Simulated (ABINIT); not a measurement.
# Hf2F (P3m1) in ABINIT: optical spectrum with AM05

Aim: the optical spectrum of Hf2F with AM05.

Program: ABINIT 10.8.3 (patched build). These are calculated values, not measurements. Logs are shortened: lines on timing, memory, paths and dates and some standing lists are left out, and cuts for length are marked. The log counts tension as positive stress, the text compression.

**1. The cell of the first run**

The structure is trigonal, space group P3m1 (No. 156). The conventional cell has a = 3.646 Å, b = 3.646 Å, c = 5.081 Å, α = 90.00°, β = 90.00°, γ = 120.00°. Hf (site symmetry 3m) is surrounded by 2 F at 2.53 to 2.55 Å and 3 Hf at 2.84 Å. Around Hf (site symmetry 3m) lie 3 F at 2.19 Å. F (site symmetry 3m) is surrounded by 3 Hf at 2.19 Å.

The cell was built by a generator and needn't be a form met in nature.

**2. Optical spectrum, AM05 (volume scaled by 1.04)**

Input file run.abi:

```
# Datasets
ndtset 3

# Pseudopotentials
pp_dirpath "./"
pseudos "Hf.upf, F.upf"

# Structure
acell 3*1.0 Angstrom
rprim
     3.6459287541     0.0000000000     0.0000000000
    -1.8229643821     3.1574669259     0.0000000000
     0.0000000000     0.0000000000     5.0810961010
ntypat 2
znucl 72 9
natom 3
typat 1 1 2
chkprim 0
chksymtnons 0
tolsym 1.0e-6
xred
            0.0            0.0   0.1356534200
            2/3            1/3   0.5117898200
            0.0            0.0   0.6334119100

# Plane-wave basis
ecut 36.0

# k points
ngkpt 10 10 8
nshiftk 1
shiftk 0.0 0.0 0.5
istwfk *1

# Exchange and correlation
ixc -120135

# Bands and occupations
occopt 3
tsmear 0.05 eV

# SCF cycle
nstep 80

# Output
iomode 3
prteig 0
prtebands 0

# Dataset 1: ground state
nband1 20
tolvrs1 1.0e-12
prtden1 1
prtwf1 0
kptopt1 1

# Dataset 2: empty bands at fixed density
iscf2 -3
getden2 1
nband2 26
nbdbuf2 4
tolwfr2 1.0e-12
nstep2 120
prtden2 0
kptopt2 1

# Dataset 3: wave functions and velocity matrix elements in the full zone
optdriver3 8
wfk_task3 "wfk_optics_fullbz"
getwfk3 2
nband3 22
kptopt3 1
prtevk3 1
inclvkb3 2
```

Input file optic.abi:

```
&FILES
 ddkfile_1 = 'runo_DS3_1_EVK.nc',
 ddkfile_2 = 'runo_DS3_2_EVK.nc',
 ddkfile_3 = 'runo_DS3_3_EVK.nc',
 wfkfile = 'runo_DS3_WFK.nc'
/
&PARAMETERS
 broadening = 0.001837,
 domega = 0.002,
 maxomega = 0.8,
 scissor = 0.000000,
 tolerance = 0.002
/
&COMPUTATIONS
 num_lin_comp = 2,
 lin_comp = 11,33,
 num_nonlin_comp = 0
/
```

Potentials or basis: PseudoDojo NC SR PBEsol v0.4.1 standard.

Started as:

```sh
$ abinit run.abi > log 2>&1
$ optic optic.abi > optic.log 2>&1
```

run.abo:

```text
.Version 10.8.3 of ABINIT
 DATASET    1 : space group P3 m 1 (#156); Bravais hP (primitive hexag.)
================================================================================
 Values of the parameters that define the memory need for DATASET  1.
     intxc =       0    ionmov =       0      iscf =       7    lmnmax =       8
     lnmax =       8     mgfft =      54  mpssoang =       4    mqgrid =    3001
     natom =       3  nloc_mem =       1    nspden =       1   nspinor =       1
    nsppol =       1      nsym =       6    n1xccc =    2501    ntypat =       2
    occopt =       3   xclevel =       2
       mpw =        4094          nfft =       86400          nkpt =          88
================================================================================
================================================================================
[... 13 lines left out ...]
 DATASET    3 : space group P3 m 1 (#156); Bravais hP (primitive hexag.)
================================================================================
 Values of the parameters that define the memory need for DATASET  3.
     intxc =       0    ionmov =       0      iscf =       7    lmnmax =       8
     lnmax =       8     mgfft =      54  mpssoang =       4    mqgrid =    3001
     natom =       3  nloc_mem =       1    nspden =       1   nspinor =       1
    nsppol =       1      nsym =       6    n1xccc =    2501    ntypat =       2
    occopt =       3   xclevel =       2
       mpw =        4094          nfft =       86400          nkpt =          88
================================================================================
================================================================================

--------------------------------------------------------------------------------
------------- Echo of variables that govern the present computation ------------
--------------------------------------------------------------------------------
 -outvars: echo values of preprocessed input variables --------
            acell      1.8897261259E+00  1.8897261259E+00  1.8897261259E+00 Bohr
              amu      1.78490000E+02  1.89984032E+01
          chkprim           0
      chksymtnons           0
             ecut      3.60000000E+01 Hartree
           getden1          0
           getden2          1
           getden3          0
           getwfk1          0
           getwfk2          0
           getwfk3          2
             iscf1          7
             iscf2         -3
             iscf3          7
              ixc     -120135
           jdtset        1    2    3
                       outvar_i_n : Printing only first  50 k-points.
         kptrlatt       10    0    0      0   10    0      0    0    8
          kptrlen      6.88980682E+01
            natom           3
            nband1         20
            nband2         26
            nband3         22
           nbdbuf1          0
           nbdbuf2          4
           nbdbuf3          0
           ndtset           3
            ngfft          40      40      54
             nkpt          88
            nstep1         80
            nstep2        120
            nstep3         80
             nsym           6
           ntypat           2
                       prtocc : prtvol=0, do not print more k-points.
                       prtocc : prtvol=0, do not print more k-points.
                       prtocc : prtvol=0, do not print more k-points.
           occopt           3
        optdriver1          0
        optdriver2          0
        optdriver3          8
           prtden1          1
           prtden2          0
           prtden3          1
        prtebands           0
           prteig           0
           prtevk1          0
           prtevk2          0
           prtevk3          1
            prtwf1          0
            prtwf2          1
            prtwf3          1
            rprim      3.6459287541E+00  0.0000000000E+00  0.0000000000E+00
                      -1.8229643821E+00  3.1574669259E+00  0.0000000000E+00
                       0.0000000000E+00  0.0000000000E+00  5.0810961010E+00
           shiftk      0.00000000E+00  0.00000000E+00  5.00000000E-01
          spgroup         156
           tolsym      1.00000000E-06
           tolvrs1     1.00000000E-12
           tolvrs2     0.00000000E+00
           tolvrs3     0.00000000E+00
           tolwfr1     0.00000000E+00
           tolwfr2     1.00000000E-12
           tolwfr3     0.00000000E+00
           tsmear      1.83746611E-03 Hartree
            typat      1  1  2
         wfk_task1          0
         wfk_task2          0
         wfk_task3          7
[... 229 lines left out ...]
  2.11E-13  7.19E-09
 -1.9704E+00 -1.9596E+00 -8.2898E-01 -8.2364E-01 -8.2364E-01 -8.0445E-01
 -7.9900E-01 -7.9900E-01 -6.8037E-01 -2.4038E-02 -2.4038E-02 -1.9376E-02
  1.2872E-01  3.0080E-01  3.2348E-01  3.2348E-01  3.5734E-01  3.5734E-01
  3.8335E-01  4.6221E-01  4.8742E-01  4.8742E-01  5.0136E-01  5.0136E-01
  5.2715E-01  7.3759E-01
 prteigrs : prtvol=0 or 1, do not print more k-points.

--- !ResultsGS
iteration_state: {dtset: 2, }
comment   : Summary of ground state results
lattice_vectors:
- [  6.8898068,   0.0000000,   0.0000000, ]
- [ -3.4449034,   5.9667477,   0.0000000, ]
- [  0.0000000,   0.0000000,   9.6018801, ]
lattice_lengths: [   6.88981,    6.88981,    9.60188, ]
lattice_angles: [ 90.000,  90.000, 120.000, ] # degrees, (23, 13, 12)
lattice_volume:   3.9473079E+02
convergence: {deltae:  0.000E+00, res2:  0.000E+00, residm:  9.983E-13, diffor:  0.000E+00, }
etotal    :  -1.37138996E+02
entropy   :   0.00000000E+00
fermie    :   3.25183662E-01
cartesian_stress_tensor: null
pressure_GPa: null
xred      :
- [  0.0000E+00,   0.0000E+00,   1.3565E-01, Hf]
- [  6.6667E-01,   3.3333E-01,   5.1179E-01, Hf]
- [  0.0000E+00,   0.0000E+00,   6.3341E-01,  F]
cartesian_forces: null
force_length_stats: {min: null, max: null, mean: null, }
...

 Integrated electronic density in atomic spheres:
 ------------------------------------------------
 Atom  Sphere_radius  Integrated_density
    1        2.00000          8.42429445
    2        2.00000          8.47172202
    3        2.00000          7.14489434
================================================================================

 ----iterations are completed or convergence reached----

 Mean square residual over all n,k,spin=   46.881E-14; max=  99.825E-14
 reduced coordinates (array xred) for    3 atoms
       0.000000000000      0.000000000000      0.135653420000
       0.666666666667      0.333333333333      0.511789820000
       0.000000000000      0.000000000000      0.633411910000

 cartesian coordinates (angstrom) at end:
    1      0.00000000000000     0.00000000000000     0.68926806344932
    2      1.82296437536667     1.05248897530000     2.60045325893349
    3      0.00000000000000     0.00000000000000     3.21842678622796
 length scales=  1.889726125908  1.889726125908  1.889726125908 bohr
              =  1.000000000000  1.000000000000  1.000000000000 angstroms
 Eigenvalues (hartree) for nkpt=  88  k points:
 kpt#   1, nband= 26, wtk=  0.00250, kpt=  0.0000  0.0000  0.0625 (reduced coord)
  -1.97038   -1.95961   -0.82898   -0.82364   -0.82364   -0.80445   -0.79900   -0.79900
  -0.68037   -0.02404   -0.02404   -0.01938    0.12872    0.30080    0.32348    0.32348
   0.35734    0.35734    0.38335    0.46221    0.48742    0.48742    0.50136    0.50136
   0.52715    0.73759
      occupation numbers for kpt#   1
   2.00000    2.00000    2.00000    2.00000    2.00000    2.00000    2.00000    2.00000
   2.00000    2.00000    2.00000    2.00000    2.00000    2.00000    1.43383    1.43383
   0.00000    0.00000    0.00000    0.00000    0.00000    0.00000    0.00000    0.00000
   0.00000    0.00000
 prteigrs : prtvol=0 or 1, do not print more k-points.

--- !EnergyTerms
iteration_state     : {dtset: 2, }
comment             : Components of total free energy in Hartree
kinetic             :  4.51601721895819E+01
hartree             :  2.72338289361022E+01
xc                  : -3.35538378026009E+01
Ewald energy        : -8.72589720198935E+01
psp_core            :  3.83875715980227E+00
local_psp           : -9.51724616004736E+01
non_local_psp       :  2.61486946253288E+00
internal            : -1.37137643674949E+02
'-kT*entropy'       : -1.35268775270737E-03
total_energy        : -1.37138996362701E+02
...

--- !EnergyTermsDC
iteration_state     : {dtset: 2, }
comment             : '"Double-counting" decomposition of free energy'
band_energy         : -1.71963837074130E+01
Ewald energy        : -8.72589720198935E+01
psp_core            :  3.83875715980227E+00
xc_dc               : -3.65210448745307E+01
internal            : -1.37137643442035E+02
'-kT*entropy'       : -1.35268775270737E-03
total_energy_dc     : -1.37138996129788E+02
...

================================================================================
== DATASET  3 ==================================================================

--- !DatasetInfo
iteration_state: {dtset: 3, }
dimensions: {natom: 3, nkpt: 88, mband: 22, nsppol: 1, nspinor: 1, nspden: 1, mpw: 4094, }
cutoff_energies: {ecut:  36.0, pawecutdg:  -1.0, }
electrons: {nelect:   3.10000000E+01, charge:   0.00000000E+00, occopt:   3.00000000E+00, tsmear:   1.83746611E-03, }
meta: {optdriver: 8, wfk_task: 7, }
...

 mkfilename : getwfk/=0, take file _WFK from output of DATASET   2.

--------------------------------------------------------------------------------

 Computation of velocity matrix elements (DDK)

 Parameters extracted from the Abinit header:
    ecut:     36.0
    nkpt:    800
    mband:   26
    nsppol:  1
    nspinor: 1
    useylm:  0
    inclvkb: 2
    bmin: 1, bmax: 26
    Computing diagonal and off-diagonal matrix elements
    Between band index bmin: 1, bmax: 26

== END DATASET(S) ==============================================================
================================================================================

 -outvars: echo values of variables after computation  --------
            acell      1.8897261259E+00  1.8897261259E+00  1.8897261259E+00 Bohr
           etotal1    -1.3713899613E+02
           etotal2    -1.3713899613E+02
           etotal3     0.0000000000E+00
            fcart1     2.0009767912E-26 -3.8508815928E-27 -5.1982519003E-02
                      -7.0034187693E-26  5.9688665072E-26  4.4404714733E-02
                       5.0024419781E-26 -5.5837783479E-26  7.5778042701E-03
            fcart3     0.0000000000E+00  0.0000000000E+00  0.0000000000E+00
                       0.0000000000E+00  0.0000000000E+00  0.0000000000E+00
                       0.0000000000E+00  0.0000000000E+00  0.0000000000E+00
            rprim      3.6459287541E+00  0.0000000000E+00  0.0000000000E+00
                      -1.8229643821E+00  3.1574669259E+00  0.0000000000E+00
                       0.0000000000E+00  0.0000000000E+00  5.0810961010E+00
           strten1     7.8196344597E-05  7.8196316895E-05 -1.6123405027E-04
                       0.0000000000E+00  0.0000000000E+00  1.5679070707E-11
           strten3     0.0000000000E+00  0.0000000000E+00  0.0000000000E+00
                       0.0000000000E+00  0.0000000000E+00  0.0000000000E+00
           xangst      0.0000000000E+00  0.0000000000E+00  6.8926806345E-01
                       1.8229643754E+00  1.0524889753E+00  2.6004532589E+00
                       0.0000000000E+00  0.0000000000E+00  3.2184267862E+00
             xred      0.0000000000E+00  0.0000000000E+00  1.3565342000E-01
                       6.6666666667E-01  3.3333333333E-01  5.1178982000E-01
                       0.0000000000E+00  0.0000000000E+00  6.3341191000E-01
 Calculation completed.
```

It took 14 min on 1 thread of Intel Xeon Platinum 8175M at 2.50GHz (Skylake/Cascade Lake), shared host; peak memory 1.4 GiB.

What came out:

```yaml
Free_energy: -3731.7422 eV
Pressure: 0.0 GPa
Largest_force: 2.673 eV/Å
```

Forces in eV/Å, atoms in the order of the input:
```
Hf   0.000  0.000 -2.673
Hf   0.000  0.000  2.283
F    0.000  0.000  0.390
```

Stress tensor (GPa, compression positive):
```
-2.30  0.00  0.00
 0.00 -2.30  0.00
 0.00  0.00  4.74
```

Dielectric function (mean over the directions given):
| energy (eV) | real part | imaginary part |
| --- | --- | --- |
| 0.33 | 59.81 | 96.00 |
| 0.98 | -2.06 | 33.52 |
| 1.63 | -1.83 | 23.26 |
| 2.29 | -5.08 | 11.74 |
| 2.94 | -1.85 | 7.36 |
| 3.70 | -0.30 | 4.89 |
| 4.35 | 0.81 | 7.54 |
| 5.01 | -0.55 | 6.54 |
| 5.66 | -1.38 | 5.76 |
| 6.31 | -3.41 | 4.82 |
| 7.08 | -2.85 | 2.82 |
| 7.73 | -1.64 | 1.76 |
| 8.38 | -1.29 | 1.16 |
| 9.03 | -0.47 | 1.12 |
| 9.69 | 0.12 | 1.60 |
| 10.45 | -0.46 | 1.24 |
| 11.10 | -0.71 | 1.57 |
| 11.76 | -0.18 | 0.64 |
| 12.41 | 0.12 | 0.74 |
| 13.06 | 0.21 | 1.10 |
| 13.82 | -0.37 | 0.79 |
| 14.48 | 0.10 | 0.49 |
| 15.13 | -0.06 | 0.44 |
| 15.78 | 0.02 | 0.23 |
| 16.44 | 0.25 | 0.27 |
| 17.20 | 0.38 | 0.18 |
| 17.85 | 0.37 | 0.15 |
| 18.50 | 0.47 | 0.10 |
| 19.16 | 0.50 | 0.07 |
| 19.92 | 0.57 | 0.07 |

Caveat: the cutoff is short for stress, so the pressure is rough; the intraband (Drude) term is left out; spectra need much finer meshes, so this one isn't converged; independent-particle spectra lack excitons; the potentials were made for another functional, which shifts forces and pressure. Spin-orbit coupling is left out, which matters for the levels of Hf.
